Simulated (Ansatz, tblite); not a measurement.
**C₅₈H₄₂Si₂: spin states and exact exchange**

Aim: set other spin states of C₅₈H₄₂Si₂ against its singlet, on many levels of theory.

The runs use Ansatz 0.2.0, Gaussian basis; as each input shows.

Levels to be run: triplet, at the geometry of the singlet (GFN1-xTB, GFN2-xTB, PBE0-D4/def2-TZVP, PBE-D4/def2-TZVP); the singlet's energies come from earlier runs.

1 further run of the same task is left out (set aside as unsound or not needed). Runs told in other sessions of the task aren't counted.

## 1. The relaxed structure

The geometry is that of the singlet, from an earlier relaxation (PBE-D4/def2-SVP).

SMILES `C[Si](C)(C)C#CC#Cc1ccc(C#Cc2ccc(C#Cc3ccc(C#Cc4ccc(C#Cc5ccc(C#Cc6ccc(C#C[Si](C)(C)C)cc6)cc5)cc4)cc3)cc2)cc1`, 102 atoms, charge 0, spin multiplicity 1.

Bond lengths: C1–Si2 1.890 Å, C1–H61 1.109 Å, C1–H62 1.110 Å, C1–H63 1.109 Å, Si2–C3 1.890 Å, Si2–C4 1.890 Å, Si2–C5 1.850 Å, C3–H64 1.109 Å, C3–H65 1.110 Å, C3–H66 1.109 Å, C4–H67 1.109 Å, C4–H68 1.109 Å, C4–H69 1.110 Å, C5–C6 1.244 Å, C6–C7 1.360 Å, C7–C8 1.240 Å, C8–C9 1.417 Å, C9–C10 1.423 Å and more. Angles: Si2–C1–H61 111.0°, Si2–C1–H62 110.4°, Si2–C1–H63 111.0°, H61–C1–H62 108.1°, H61–C1–H63 108.0°, H62–C1–H63 108.1°, C1–Si2–C3 110.6°, C1–Si2–C4 110.6°, C1–Si2–C5 108.2°, C3–Si2–C4 110.7°, C3–Si2–C5 108.3°, C4–Si2–C5 108.3°, Si2–C3–H64 111.0°, Si2–C3–H65 110.4°, Si2–C3–H66 111.0°, H64–C3–H65 108.1°, H64–C3–H66 108.0°, H65–C3–H66 108.1° and more.

## 2. Triplet at the fixed geometry, GFN1-xTB

Tight binding, by tblite at 300 K electronic temperature and without a spin-polarisation term:

```python
tblite.interface.Calculator('GFN1-xTB', numbers, positions, charge=0, uhf=2).singlepoint()
```

Energy -4038.4258 eV; 1.2 s.

## 3. Triplet at the fixed geometry, GFN2-xTB

Tight binding, by tblite at 300 K electronic temperature and without a spin-polarisation term:

```python
tblite.interface.Calculator('GFN2-xTB', numbers, positions, charge=0, uhf=2).singlepoint()
```

Energy -4039.6078 eV; 1 s.

## 4. Triplet at the fixed geometry, PBE0-D4/def2-TZVP

Contents of in.yaml:

```yaml
crystal:
  periodic: [false, false, false]
  atoms:
    - {symbol: C, position_ang: [-25.146099, 0.637413, 3.793672]}
    - {symbol: Si, position_ang: [-24.867940, 0.665506, 1.924122]}
    - {symbol: C, position_ang: [-25.496450, 2.285896, 1.181447]}
    - {symbol: C, position_ang: [-25.707637, -0.815632, 1.103506]}
    - {symbol: C, position_ang: [-23.049148, 0.550147, 1.608775]}
    - {symbol: C, position_ang: [-21.824741, 0.474153, 1.404016]}
    - {symbol: C, position_ang: [-20.485210, 0.392178, 1.183477]}
    - {symbol: C, position_ang: [-19.262975, 0.318409, 0.986921]}
    - {symbol: C, position_ang: [-17.865148, 0.237475, 0.770806]}
    - {symbol: C, position_ang: [-17.086577, 1.416065, 0.599912]}
    - {symbol: C, position_ang: [-15.711523, 1.337085, 0.397524]}
    - {symbol: C, position_ang: [-15.051676, 0.077667, 0.358100]}
    - {symbol: C, position_ang: [-13.648260, 0.000111, 0.165792]}
    - {symbol: C, position_ang: [-12.425520, -0.063346, 0.009921]}
    - {symbol: C, position_ang: [-11.017934, -0.130552, -0.153996]}
    - {symbol: C, position_ang: [-10.333437, -1.375000, -0.081912]}
    - {symbol: C, position_ang: [-8.949765, -1.437008, -0.223287]}
    - {symbol: C, position_ang: [-8.186775, -0.257830, -0.446371]}
    - {symbol: C, position_ang: [-6.774883, -0.316483, -0.572220]}
    - {symbol: C, position_ang: [-5.544888, -0.359207, -0.665745]}
    - {symbol: C, position_ang: [-4.129433, -0.398950, -0.754949]}
    - {symbol: C, position_ang: [-3.414521, -1.599042, -0.490314]}
    - {symbol: C, position_ang: [-2.024045, -1.630016, -0.554358]}
    - {symbol: C, position_ang: [-1.284043, -0.463383, -0.890111]}
    - {symbol: C, position_ang: [0.133824, -0.487440, -0.936030]}
    - {symbol: C, position_ang: [1.367813, -0.497944, -0.960216]}
    - {symbol: C, position_ang: [2.786569, -0.498219, -0.970930]}
    - {symbol: C, position_ang: [3.510500, 0.634051, -1.435242]}
    - {symbol: C, position_ang: [4.902516, 0.642848, -1.428437]}
    - {symbol: C, position_ang: [5.636169, -0.478504, -0.952850]}
    - {symbol: C, position_ang: [7.054540, -0.459136, -0.926118]}
    - {symbol: C, position_ang: [8.288006, -0.431760, -0.890882]}
    - {symbol: C, position_ang: [9.705245, -0.389959, -0.838382]}
    - {symbol: C, position_ang: [10.443482, -1.433000, -0.214703]}
    - {symbol: C, position_ang: [11.833329, -1.382351, -0.148758]}
    - {symbol: C, position_ang: [12.549784, -0.287832, -0.706010]}
    - {symbol: C, position_ang: [13.965481, -0.229273, -0.629076]}
    - {symbol: C, position_ang: [15.195956, -0.170757, -0.555497]}
    - {symbol: C, position_ang: [16.610705, -0.096671, -0.465106]}
    - {symbol: C, position_ang: [17.321413, 0.981357, -1.060936]}
    - {symbol: C, position_ang: [18.709225, 1.058336, -0.966206]}
    - {symbol: C, position_ang: [19.446822, 0.062003, -0.271738]}
    - {symbol: C, position_ang: [20.864501, 0.144935, -0.170648]}
    - {symbol: C, position_ang: [22.095582, 0.220381, -0.081027]}
    - {symbol: Si, position_ang: [23.935607, 0.337796, 0.056192]}
    - {symbol: C, position_ang: [24.705856, -0.962871, -1.079744]}
    - {symbol: C, position_ang: [24.422470, 0.014758, 1.854277]}
    - {symbol: C, position_ang: [24.463224, 2.074288, -0.472515]}
    - {symbol: C, position_ang: [18.737565, -1.016780, 0.321657]}
    - {symbol: C, position_ang: [17.349737, -1.095153, 0.226845]}
    - {symbol: C, position_ang: [11.811888, 0.751379, -1.336490]}
    - {symbol: C, position_ang: [10.422028, 0.702164, -1.400027]}
    - {symbol: C, position_ang: [4.912319, -1.613483, -0.495193]}
    - {symbol: C, position_ang: [3.520150, -1.623909, -0.505942]}
    - {symbol: C, position_ang: [-1.999760, 0.733647, -1.166780]}
    - {symbol: C, position_ang: [-3.389797, 0.765733, -1.098520]}
    - {symbol: C, position_ang: [-8.872613, 0.985342, -0.528985]}
    - {symbol: C, position_ang: [-10.255752, 1.047805, -0.384371]}
    - {symbol: C, position_ang: [-15.831231, -1.100364, 0.524037]}
    - {symbol: C, position_ang: [-17.206648, -1.022970, 0.725370]}
    - {symbol: H, position_ang: [-24.755762, -0.299466, 4.239773]}
    - {symbol: H, position_ang: [-26.229716, 0.704897, 4.024501]}
    - {symbol: H, position_ang: [-24.634794, 1.489879, 4.284577]}
    - {symbol: H, position_ang: [-24.988370, 3.157376, 1.641377]}
    - {symbol: H, position_ang: [-26.587909, 2.392370, 1.352857]}
    - {symbol: H, position_ang: [-25.313814, 2.319954, 0.088468]}
    - {symbol: H, position_ang: [-25.323921, -1.769831, 1.517534]}
    - {symbol: H, position_ang: [-25.527681, -0.819435, 0.009563]}
    - {symbol: H, position_ang: [-26.804013, -0.781591, 1.273230]}
    - {symbol: H, position_ang: [-17.585999, 2.395621, 0.632481]}
    - {symbol: H, position_ang: [-15.118687, 2.254813, 0.269419]}
    - {symbol: H, position_ang: [-10.912915, -2.293302, 0.092995]}
    - {symbol: H, position_ang: [-8.430519, -2.404561, -0.160526]}
    - {symbol: H, position_ang: [-3.976179, -2.506710, -0.226519]}
    - {symbol: H, position_ang: [-1.481432, -2.562317, -0.341558]}
    - {symbol: H, position_ang: [2.953744, 1.509334, -1.799776]}
    - {symbol: H, position_ang: [5.451707, 1.525119, -1.787540]}
    - {symbol: H, position_ang: [9.900084, -2.283440, 0.222207]}
    - {symbol: H, position_ang: [12.393372, -2.192749, 0.340177]}
    - {symbol: H, position_ang: [16.760024, 1.759418, -1.600042]}
    - {symbol: H, position_ang: [19.249391, 1.897371, -1.430148]}
    - {symbol: H, position_ang: [24.408292, -0.795770, -2.134648]}
    - {symbol: H, position_ang: [24.383175, -1.983624, -0.791118]}
    - {symbol: H, position_ang: [25.813612, -0.922117, -1.022751]}
    - {symbol: H, position_ang: [25.523934, 0.075760, 1.976774]}
    - {symbol: H, position_ang: [24.095164, -0.993524, 2.179363]}
    - {symbol: H, position_ang: [23.958383, 0.759830, 2.531644]}
    - {symbol: H, position_ang: [23.998909, 2.845002, 0.175445]}
    - {symbol: H, position_ang: [25.565463, 2.185150, -0.404447]}
    - {symbol: H, position_ang: [24.160692, 2.279752, -1.519295]}
    - {symbol: H, position_ang: [19.299687, -1.793779, 0.861483]}
    - {symbol: H, position_ang: [16.810511, -1.934340, 0.691618]}
    - {symbol: H, position_ang: [12.355430, 1.601901, -1.773025]}
    - {symbol: H, position_ang: [9.861813, 1.513615, -1.886973]}
    - {symbol: H, position_ang: [5.468961, -2.487551, -0.127596]}
    - {symbol: H, position_ang: [2.971040, -2.506120, -0.146545]}
    - {symbol: H, position_ang: [-1.438004, 1.641306, -1.430368]}
    - {symbol: H, position_ang: [-3.932268, 1.698895, -1.307877]}
    - {symbol: H, position_ang: [-8.293027, 1.903643, -0.703598]}
    - {symbol: H, position_ang: [-10.774715, 2.015695, -0.444154]}
    - {symbol: H, position_ang: [-15.331917, -2.080128, 0.493147]}
    - {symbol: H, position_ang: [-17.799592, -1.940433, 0.854098]}
basis:
  gaussian: {orbitals: def2-TZVP, fitting: {mean_field: def2-universal-jkfit}}
magnetization: {spin_polarized: true, initial_magnetization: 2}
hamiltonian: {xc: pbe0, dispersion: d4}
scf: {omitted_lower_state_checks: [starts]}
output: {orbitals: {seedname: orbitals}}
```

Started as:

```bash
$ ansatz run in.yaml --threads 11 --pin off --events-out ev --progress --plain --max-ram 110592MiB --backend cuda --devices 0, --max-vram 75GiB
```

Output:

```text
Functional definition: PBE0
  name "PBE0"
  cite "Adamo & Barone, J. Chem. Phys. 110, 6158 (1999) doi:10.1063/1.478522"
  cite "Perdew, Burke & Ernzerhof, Phys. Rev. Lett. 77, 3865 (1996) doi:10.1103/PhysRevLett.77.3865"
  parent pbe
  parameter a = 0.25
  parameter kappa = 0.804
  parameter beta = 0.06672455060314922
  exchange = (1 - a)*pbe_x(kappa = kappa, mu = beta*pi^2/3) + a*exact_x
  correlation = pbe_c(beta = beta)
these checks for a lower state are left out or cut short: starts
5362 factors; integrals over basis functions are off by at most 3.6e-1 eV
mean field evaluation 1: about -76444.6965 eV, gradient 1.2e2 eV
mean field evaluation 2: about -76449.9730 eV, gradient 1.1e2 eV
mean field evaluation 4: about -76515.3263 eV, gradient 8.5e0 eV
mean field evaluation 8: about -76515.7661 eV, gradient 5.2e-1 eV
mean field evaluation 16: about -76515.7558 eV, gradient 6.2e-2 eV
mean field evaluation 32: about -76515.7570 eV, gradient 4.8e-5 eV
mean field -76515.75695767 eV, -2811.9022039517 hartree, gradient 7.1e-6 eV, S^2 2.036402; 0 other end points of the search recorded, 0 dependent functions left out
reference -76515.75712774 eV, -2811.9022102017 hartree; 210, 208 occupied and 1914, 1916 virtual orbitals, 5362 factors
Total energy: -76518.82767633 eV, -2812.0150507809 hartree
Checks for a lower state left out: starts
```

Wall time 77 s (1 × H100 with 11 threads of AMD EPYC 7R13, shared host); peak host memory 4.6 GiB.

From the report: HOMO -3.66 eV, LUMO -4.79 eV (over both spins; with the spin held, an empty level of the minority spin lies below the top filled one); ⟨S²⟩ 2.036 (pure: 2.00).

## 5. Triplet at the fixed geometry, PBE-D4/def2-TZVP

start.molden holds the orbitals of an earlier run on this state, given as this run's starting guess.

in.yaml, as its differences from that of step 4:

```diff
@@ -106,5 +106,5 @@
 basis:
-  gaussian: {orbitals: def2-TZVP, fitting: {mean_field: def2-universal-jkfit}}
+  gaussian: {orbitals: def2-TZVP, fitting: {mean_field: def2-universal-jkfit}, initial_orbitals: start.molden}
 magnetization: {spin_polarized: true, initial_magnetization: 2}
-hamiltonian: {xc: pbe0, dispersion: d4}
+hamiltonian: {xc: pbe, dispersion: d4}
 scf: {omitted_lower_state_checks: [starts]}
```

Launched as before.

Output:

```text
Functional definition: PBE
  name "PBE"
  cite "Perdew, Burke & Ernzerhof, Phys. Rev. Lett. 77, 3865 (1996) doi:10.1103/PhysRevLett.77.3865"
  parent pbe
  parameter kappa = 0.804
  parameter beta = 0.06672455060314922
  exchange = pbe_x(kappa = kappa, mu = beta*pi^2/3)
  correlation = pbe_c(beta = beta)
these checks for a lower state are left out or cut short: starts
5362 factors; integrals over basis functions are off by at most 3.6e-1 eV
mean field evaluation 1: about -76509.3030 eV, gradient 2.1e1 eV
mean field evaluation 2: about -76510.3807 eV, gradient 1.2e0 eV
mean field evaluation 4: about -76510.4515 eV, gradient 4.6e-1 eV
mean field evaluation 8: about -76510.4591 eV, gradient 1.6e-4 eV
mean field evaluation 16: about -76510.4591 eV, gradient 1.2e-5 eV
mean field -76510.45907010 eV, -2811.7075101745 hartree, gradient 4.7e-6 eV, S^2 2.002910; 0 other end points of the search recorded, 0 dependent functions left out
reference -76510.45930221 eV, -2811.7075187042 hartree; 210, 208 occupied and 1914, 1916 virtual orbitals, 5362 factors
Total energy: -76514.03185228 eV, -2811.8388074976 hartree
Checks for a lower state left out: starts
```

Wall time 26 s (1 × H100 with 11 threads of AMD EPYC 7R13, shared host); peak host memory 4.2 GiB.

HOMO -3.35 eV, LUMO -4.95 eV (over both spins; with the spin held, an empty level of the minority spin lies below the top filled one); ⟨S²⟩ 2.003 (pure: 2.00).

## 6. Triplet less singlet, vertical

The singlet's energies are those of its earlier runs, whose logs aren't repeated here.

| level | triplet less singlet, vertical (eV) | time |
| --- | --- | --- |
| GFN1-xTB | +1.879 | 2 s |
| GFN2-xTB | +1.904 | 1.8 s |
| PBE-D4/def2-TZVP | +1.669 | 37 s |
| PBE0-D4/def2-TZVP | +2.188 | 94 s |

Times add the two runs; a level without a time comes out of a correlated run. Tight binding without a spin term can't rank spin states.

## 7. Summary of results

```
                                                quantity                                   value
triplet less singlet, vertical, functionals in def2-TZVP  +1.669 (PBE-D4) to +2.188 eV (PBE0-D4)
```

In words: All functionals put the triplet above the singlet, over a spread of 0.519 eV. The checks for a lower triplet were left out, so another state of that spin may lie lower. These are electronic energies, without zero-point motion, entropy or surroundings.
